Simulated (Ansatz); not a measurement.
# [WO3(NH2)]- (H₂NO₃W−): geometry, orbitals and charge

What does [WO3(NH2)]- (H₂NO₃W−) look like as a singlet, and where do its frontier electrons sit?

Method: RKS PBE0-D4/def2-TZVPD; program: Ansatz 0.2.0, Gaussian basis.

The runs, in order: relaxation at PBE-D4/def2-SVPD; a search for the lowest solution at PBE0-D4/def2-SVP; a single point at PBE0-D4/def2-TZVPD.

### Step 1. Starting geometry

7 atoms, charge -1, spin multiplicity 1.

Atoms are counted from 1 here; the program's logs count them from 0.

Bond lengths: W1–O2 1.722 Å, W1–O3 1.722 Å, W1–O4 1.723 Å, W1–N5 2.101 Å, N5–H6 1.025 Å, N5–H7 1.026 Å. Angles: O2–W1–O3 112.7°, O2–W1–O4 112.2°, O2–W1–N5 104.7°, O3–W1–O4 114.8°, O3–W1–N5 105.4°, O4–W1–N5 106.1°, W1–N5–H6 121.0°, W1–N5–H7 121.6°, H6–N5–H7 106.3°.

Formally the metal is d0. W takes a core potential in the def2 sets. No spin-orbit coupling is included. The ion is computed in the gas phase, without counter-ions or solvent.

The start is a GFN2-xTB geometry.

### Step 2. Relaxation at PBE-D4/def2-SVPD

Input file in.yaml:

```yaml
crystal:
  periodic: [false, false, false]
  atoms:
    - {symbol: W, position_ang: [0.407940, 0.725460, 0.226000]}
    - {symbol: O, position_ang: [0.282590, 0.560590, 1.935980]}
    - {symbol: O, position_ang: [2.031290, 0.603740, -0.334720]}
    - {symbol: O, position_ang: [-0.458750, 2.093750, -0.360730]}
    - {symbol: N, position_ang: [-0.577570, -0.962360, -0.546030]}
    - {symbol: H, position_ang: [-0.117380, -1.878440, -0.569340]}
    - {symbol: H, position_ang: [-1.568130, -1.142740, -0.351160]}
basis:
  gaussian: {orbitals: def2-SVPD}
total_charge: -1
hamiltonian: {xc: pbe, dispersion: d4}
scf: {lower_state_search: "off"}
output: {orbitals: {seedname: orbitals}}
relax: {f_tol: 0.02, max_steps: 100}
```

The run is started by

```console
$ ansatz run in.yaml --threads 4 --pin off --events-out ev --progress --plain --max-ram 3916MiB
```

The runs that follow: Searching for the lowest solution, PBE0-D4/def2-SVP; Single point, PBE0-D4/def2-TZVPD.

Before running them: what should the planned runs give, taken together? Wanted: point group; near neighbours of the metal; HOMO, LUMO at PBE0-D4/def2-TZVPD; charge on the metal.

**Answer**, as computed:

| quantity | value |
| --- | --- |
| point group | Cs |
| near neighbours of the metal | O 1.78, O 1.77, O 1.77, N 2.02 Å |
| HOMO, LUMO at PBE0-D4/def2-TZVPD | -2.94, 3.19 eV |
| charge on the metal (Mulliken, PBE0-D4/def2-TZVPD) | +1.64 e |

What this shows: The molecule keeps its bonding pattern by the stored test; the atoms moved 0.07 Å (rms). The metal has 4 near neighbours by the distance rule, from 1.77 to 2.02 Å. The Mulliken charge of the metal, +1.64 e, depends on the basis and isn't its oxidation state. No usable vibrations, so a minimum isn't proven. The HOMO lies nearest to O2 43 %; O4 31 % and the LUMO to H6, H7 about 37 % each; O2 7 %. Whether this spin is the lowest isn't tested here. The point group is read from a loosely relaxed geometry; soft torsions can leave it below the true symmetry.
